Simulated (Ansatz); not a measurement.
# BH₆NOSi₂: a ladder of functionals and wavefunction methods

An exercise on one series of results from a longer session: the logs are not shown, and one member is left open.

The runs use Ansatz 0.2.0, Gaussian basis; functionals in def2-TZVPP, the program's frozen cores in correlated methods.

Plan: PBE-D4, r2SCAN-D4, PBE0-D4, B3LYP-D4, ωB97X-V, ωB97M-V, B2PLYP; CCSD(T)/def2-TZVPP; MP2/def2-QZVPP; extrapolation to the limit.

### Structure used throughout

The geometry comes from an earlier relaxation with PBE0-D4 in a triple-zeta def2 set; it is a stationary point, not always the lowest conformer.

11 atoms, charge 0, spin multiplicity 1.

Atoms are counted from 1 here; the program's logs count them from 0.

Bond lengths: B1–Si2 1.961 Å, B1–Si5 2.040 Å, B1–H6 1.205 Å, B1–H7 1.205 Å, Si2–O3 1.624 Å, Si2–N4 1.673 Å, O3–H8 0.961 Å, N4–Si5 1.808 Å, N4–H9 1.007 Å, Si5–H10 1.490 Å, Si5–H11 1.490 Å. Angles: Si2–B1–Si5 78.1°, Si2–B1–H6 112.5°, Si2–B1–H7 112.7°, Si5–B1–H6 116.1°, Si5–B1–H7 116.3°, H6–B1–H7 115.5°, B1–Si2–O3 143.4°, B1–Si2–N4 98.1°, O3–Si2–N4 118.5°, Si2–O3–H8 121.0°, Si2–N4–Si5 92.8°, Si2–N4–H9 137.0°, Si5–N4–H9 130.2°, B1–Si5–N4 91.0°, B1–Si5–H10 119.6°, B1–Si5–H11 119.5°, N4–Si5–H10 108.5°, N4–Si5–H11 108.5° and more.

Set-up of the first run:

Contents of in.yaml:

```yaml
crystal:
  periodic: [false, false, false]
  atoms:
    - {symbol: B, position_ang: [-0.717179, 1.346951, 0.101795]}
    - {symbol: Si, position_ang: [0.192147, 0.041275, -1.043927]}
    - {symbol: O, position_ang: [0.654628, -0.253709, -2.572120]}
    - {symbol: N, position_ang: [0.545208, -1.095806, 0.130714]}
    - {symbol: Si, position_ang: [-0.225080, -0.113476, 1.438776]}
    - {symbol: H, position_ang: [-1.888549, 1.452901, -0.159265]}
    - {symbol: H, position_ang: [-0.111661, 2.383894, 0.197180]}
    - {symbol: H, position_ang: [1.120715, -1.062261, -2.800607]}
    - {symbol: H, position_ang: [1.000903, -1.993189, 0.173485]}
    - {symbol: H, position_ang: [0.797875, 0.163410, 2.486516]}
    - {symbol: H, position_ang: [-1.303509, -0.926990, 2.068054]}
basis:
  gaussian: {orbitals: def2-TZVPP}
hamiltonian: {xc: pbe, dispersion: d4}
output: {forces: true, orbitals: {seedname: orbitals}}
```

The run is started by

```sh
$ ansatz run in.yaml --threads 4 --pin off --events-out ev --progress --plain --max-ram 10444MiB
```

Among the steps run: PBE-D4 (GGA); r2SCAN-D4 (meta-GGA); PBE0-D4 (hybrid); B3LYP-D4 (hybrid); ωB97X-V (range-separated); ωB97M-V (range-separated); B2PLYP (double hybrid); CCSD(T) in def2-TZVPP; MP2 in def2-QZVPP.

One table of the session follows, with a row left open; its other results are not shown here.

```
            method  atomisation energy (eV)
            PBE-D4                   40.821
         r2SCAN-D4                   40.355
           PBE0-D4                   40.088
          B3LYP-D4                   40.159
           ωB97X-V                   40.432
           ωB97M-V                        ?
            B2PLYP                   39.675
     HF/def2-TZVPP                   28.457
    MP2/def2-TZVPP                   39.624
   CCSD/def2-TZVPP                   38.234
CCSD(T)/def2-TZVPP                   38.907
           MP2/CBS                   40.851
       CCSD(T)/CBS                   40.134
```

**Question.** Estimate the row for ωB97M-V.

The run gave: atomisation energy (eV): 40.429. In the column «atomisation energy (eV)» it lies between r2SCAN-D4 (40.355) and ωB97X-V (40.432).

Limits of these values: Free atoms (1 B, 2 Si, 1 O, 1 N, 6 H) were run apart at each level; the atomisation energy is their sum less the molecule, without zero-point or spin-orbit terms.
